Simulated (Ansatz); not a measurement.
# CH4BFOS: up Jacob's ladder to CCSD(T)

An exercise on one series of results from a longer session: the logs are not shown, and one member is left open.

Computed with Ansatz 0.2.0, Gaussian basis. Level: functionals in def2-TZVPP, the program's frozen cores in correlated methods.

Plan: LDA (SPW92), PBE-D4, revPBE-D4, BLYP-D4, r2SCAN-D4, B97M-V, PBE0-D4, B3LYP-D4, r2SCANh-D4, r2SCAN0-D4, HSE06-D4, BHLYP-D4, CAM-B3LYP-D4, LC-ωPBE, ωB97X-V, ωB97M-V, B2PLYP, PBE-QIDH; CCSD(T)/def2-SVP; CCSD(T)/def2-TZVPP; MP2/def2-QZVPP; extrapolation to the limit; RPA on PBE.

**The relaxed structure**

An earlier PBE0-D4 in a triple-zeta def2 set relaxation fixed the geometry.

SMILES `OBC(F)S`, 9 atoms, charge 0, spin multiplicity 1.

Atoms are counted from 1 here; the program's logs count them from 0.

Bond lengths: O1–B2 1.340 Å, O1–H6 0.966 Å, B2–C3 1.589 Å, B2–H7 1.194 Å, C3–F4 1.403 Å, C3–S5 1.790 Å, C3–H8 1.094 Å, S5–H9 1.344 Å. Angles: B2–O1–H6 111.6°, O1–B2–C3 118.9°, O1–B2–H7 119.4°, C3–B2–H7 121.7°, B2–C3–F4 109.4°, B2–C3–S5 109.8°, B2–C3–H8 110.7°, F4–C3–S5 111.7°, F4–C3–H8 106.5°, S5–C3–H8 108.7°, C3–S5–H9 97.3°.

Set-up of the first run:

The input, in.yaml:

```yaml
crystal:
  periodic: [false, false, false]
  atoms:
    - {symbol: O, position_ang: [0.362785, 1.124364, -1.681254]}
    - {symbol: B, position_ang: [0.724685, 0.741924, -0.449276]}
    - {symbol: C, position_ang: [-0.038318, -0.473373, 0.232506]}
    - {symbol: F, position_ang: [-0.944768, -1.027514, -0.683238]}
    - {symbol: S, position_ang: [-0.860619, 0.085951, 1.720341]}
    - {symbol: H, position_ang: [-0.364414, 0.586212, -2.020680]}
    - {symbol: H, position_ang: [1.617500, 1.311183, 0.102111]}
    - {symbol: H, position_ang: [0.662284, -1.270738, 0.498047]}
    - {symbol: H, position_ang: [-1.070734, -1.124409, 2.264343]}
basis:
  gaussian: {orbitals: def2-TZVPP}
hamiltonian: {xc: lda}
output: {orbitals: {seedname: orbitals}}
```

Started as:

```
$ ansatz run in.yaml --threads 2 --pin off --events-out ev --progress --plain --max-ram 4352MiB
```

Among the steps run: LDA; PBE-D4 (GGA); revPBE-D4 (GGA); BLYP-D4 (GGA); r2SCAN-D4 (meta-GGA); B97M-V (meta-GGA); PBE0-D4 (hybrid); B3LYP-D4 (hybrid); r2SCANh-D4 (hybrid); r2SCAN0-D4 (hybrid); HSE06-D4 (hybrid); BHLYP-D4 (hybrid); CAM-B3LYP-D4 (range-separated); LC-ωPBE (range-separated); ωB97X-V (range-separated); ωB97M-V (range-separated); B2PLYP (double hybrid); PBE-QIDH (double hybrid).

One of the session's tables, all rows but one given; the rest of the session is left out.

It belongs to the step «Frontier levels by functional». 

```
  functional  HOMO (eV)  gap (eV)
 LDA (SPW92)      -6.54      4.49
      PBE-D4      -6.39      4.62
   revPBE-D4      -6.33      4.68
     BLYP-D4      -6.23      4.58
   r2SCAN-D4          ?         ?
      B97M-V      -6.76      5.26
     PBE0-D4      -7.67      6.87
    B3LYP-D4      -7.42      6.36
  r2SCANh-D4      -7.14      6.05
  r2SCAN0-D4      -7.85      7.26
    HSE06-D4      -7.26      6.08
    BHLYP-D4      -8.82      8.98
CAM-B3LYP-D4      -9.04      9.31
     LC-ωPBE     -10.47     12.00
     ωB97X-V     -10.09     11.47
     ωB97M-V      -9.91     11.05
```

Q: Estimate the row for r2SCAN-D4 from the others.

Worked estimate for «HOMO (eV)». Against the share of exact exchange, r2SCANh-D4 (0.1, -7.14), r2SCAN0-D4 (0.25, -7.85) give a slope of -4.73 per unit share; at 0 the line stands at -6.67.

**Answer.** HOMO (eV): -6.67; gap (eV): 5.24. In «HOMO (eV)» the line misses by 0.00.
